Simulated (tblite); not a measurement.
# C8H13As: the cost of one run

The runs use tblite 0.8.0 and PySCF 2.14.0, with density-fitted response routines of our own; the level of theory stands in each step. All values are computed, except where a source is named. Atoms are numbered from 0 throughout.

### Step 1. The starting structure

22 atoms, charge 0, multiplicity 1; geometry from: force field or distance geometry start.

Bonds of the start (Å): C0–C1 1.34, C1–C2 1.51, C2–As3 1.99, As3–C4 1.97, As3–C5 1.97, C5–C6 1.46, C6–C7 1.21, C7–C8 1.47, C0–H9 1.10, C0–H10 1.08, C1–H11 1.08, C2–H12 1.10, C2–H13 1.11, C4–H14 1.11, C4–H15 1.11, C4–H16 1.12, C5–H17 1.11, C5–H18 1.11, C8–H19 1.11, C8–H20 1.10, C8–H21 1.11.

### Step 2. Geometry optimisation with GFN2-xTB

What the job is given:

```
{"job": {"kind": "relax", "xc": "GFN2-xTB", "basis": "xTB"}, "charge": 0, "multiplicity": 1}
C     -2.810200    -1.723700    -0.944800
C     -2.649500    -0.588800    -0.259200
C     -1.268900    -0.119400     0.145800
As    -0.247700     0.434400    -1.469600
C     -1.228700     2.124000    -1.686000
C      1.204500     1.262700    -0.422800
C      2.072700     0.224200     0.133800
C      2.785700    -0.634700     0.602300
C      3.641100    -1.688300     1.158000
H     -3.823900    -2.049700    -1.200800
H     -1.972600    -2.324000    -1.256200
H     -3.517400    -0.023000     0.060800
H     -0.739900    -0.925200     0.682700
H     -1.372500     0.744700     0.833200
H     -1.315000     2.675900    -0.726700
H     -2.247200     1.912900    -2.069200
H     -0.685700     2.766400    -2.419400
H      0.796900     1.874400     0.405400
H      1.809300     1.914600    -1.085300
H      3.020200    -2.558200     1.445700
H      4.382500    -1.986800     0.403600
H      4.156100    -1.293000     2.056900
```

Started as:

```
OMP_NUM_THREADS=1 python probes_run.py task.json out
```

One launch serves the whole session: the jobs run in the order shown.

**Question.** How long does this first job take on 1 thread of Arm Neoverse N1, shared host, and how much memory does it need?

About 1.6 s, with a peak of 0.18 GiB.
